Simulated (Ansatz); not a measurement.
# B₂Cl₂F₄: one species, many methods

One table from this session's results is given with a row withheld; the runs are named, their logs left out.

Program: Ansatz 0.2.0, Gaussian basis. Level of theory: functionals in def2-TZVPP, the program's frozen cores in correlated methods. These are calculated values, not measurements.

Levels to be run: LDA (SPW92), PBE-D4, revPBE-D4, BLYP-D4, r2SCAN-D4, B97M-V, PBE0-D4, B3LYP-D4, r2SCANh-D4, r2SCAN0-D4, HSE06-D4, BHLYP-D4, CAM-B3LYP-D4, LC-ωPBE, ωB97X-V, ωB97M-V, B2PLYP, PBE-QIDH; CCSD(T)/def2-SVP; CCSD(T)/def2-TZVPP; MP2/def2-QZVPP; extrapolation to the limit; RPA on PBE.

## The geometry

An earlier PBE0-D4 in a triple-zeta def2 set relaxation fixed the geometry.

SMILES `F[B-]1(F)[Cl+][B-](F)(F)[Cl+]1`, 8 atoms, charge 0, spin multiplicity 1.

Atoms are counted from 1 here; the program's logs count them from 0.

Bond lengths: F1–B2 1.322 Å, B2–F3 1.322 Å, B2–Cl4 1.984 Å, B2–Cl8 1.984 Å, Cl4–B5 1.984 Å, B5–F6 1.322 Å, B5–F7 1.322 Å, B5–Cl8 1.983 Å. Angles: F1–B2–F3 119.9°, F1–B2–Cl4 110.0°, F1–B2–Cl8 110.0°, F3–B2–Cl4 110.0°, F3–B2–Cl8 109.9°, Cl4–B2–Cl8 94.1°, B2–Cl4–B5 85.9°, Cl4–B5–F6 109.9°, Cl4–B5–F7 110.0°, Cl4–B5–Cl8 94.1°, F6–B5–F7 119.9°, F6–B5–Cl8 110.0°, F7–B5–Cl8 110.0°, B2–Cl8–B5 85.9°.

Set-up of the first run:

Input file in.yaml:

```yaml
crystal:
  periodic: [false, false, false]
  atoms:
    - {symbol: F, position_ang: [0.600273, -2.189125, 0.468568]}
    - {symbol: B, position_ang: [0.785743, -0.891532, 0.643680]}
    - {symbol: F, position_ang: [1.742568, -0.466135, 1.451377]}
    - {symbol: Cl, position_ang: [0.930782, 0.015299, -1.114431]}
    - {symbol: B, position_ang: [-0.785776, 0.891503, -0.643675]}
    - {symbol: F, position_ang: [-0.596481, 2.188128, -0.465405]}
    - {symbol: F, position_ang: [-1.743849, 0.470896, -1.452374]}
    - {symbol: Cl, position_ang: [-0.933249, -0.019034, 1.112281]}
basis:
  gaussian: {orbitals: def2-TZVPP}
hamiltonian: {xc: lda}
output: {orbitals: {seedname: orbitals}}
```

Run with:

```console
$ ansatz run in.yaml --threads 4 --pin off --events-out ev --progress --plain --max-ram 11315MiB
```

Steps of the session up to this table: LDA; PBE-D4 (GGA); revPBE-D4 (GGA); BLYP-D4 (GGA); r2SCAN-D4 (meta-GGA); B97M-V (meta-GGA); PBE0-D4 (hybrid); B3LYP-D4 (hybrid); r2SCANh-D4 (hybrid); r2SCAN0-D4 (hybrid); HSE06-D4 (hybrid); BHLYP-D4 (hybrid); CAM-B3LYP-D4 (range-separated); LC-ωPBE (range-separated); ωB97X-V (range-separated); ωB97M-V (range-separated); B2PLYP (double hybrid); PBE-QIDH (double hybrid).

One table of the session follows, with a row left open; its other results are not shown here.

It belongs to the step «Frontier levels by functional». 

| functional | HOMO (eV) | gap (eV) |
| --- | --- | --- |
| LDA (SPW92) | -8.96 | 6.75 |
| PBE-D4 | -8.78 | 6.84 |
| revPBE-D4 | -8.72 | 6.89 |
| BLYP-D4 | -8.63 | 6.80 |
| r2SCAN-D4 | -9.21 | 7.49 |
| B97M-V | -9.33 | 7.75 |
| PBE0-D4 | -10.39 | 9.42 |
| B3LYP-D4 | -10.08 | 8.86 |
| r2SCANh-D4 | -9.79 | 8.43 |
| r2SCAN0-D4 | -10.66 | 9.84 |
| HSE06-D4 | -9.98 | 8.63 |
| BHLYP-D4 | -11.82 | 11.96 |
| CAM-B3LYP-D4 | -11.82 | 12.02 |
| LC-ωPBE | -13.28 | 14.73 |
| ωB97X-V | -12.88 | 14.25 |
| ωB97M-V | ? | ? |

**Question.** Estimate the row for ωB97M-V.

As computed: HOMO (eV): -12.69; gap (eV): 13.98. In the column «HOMO (eV)» it lies between ωB97X-V (-12.88) and BHLYP-D4 (-11.82).
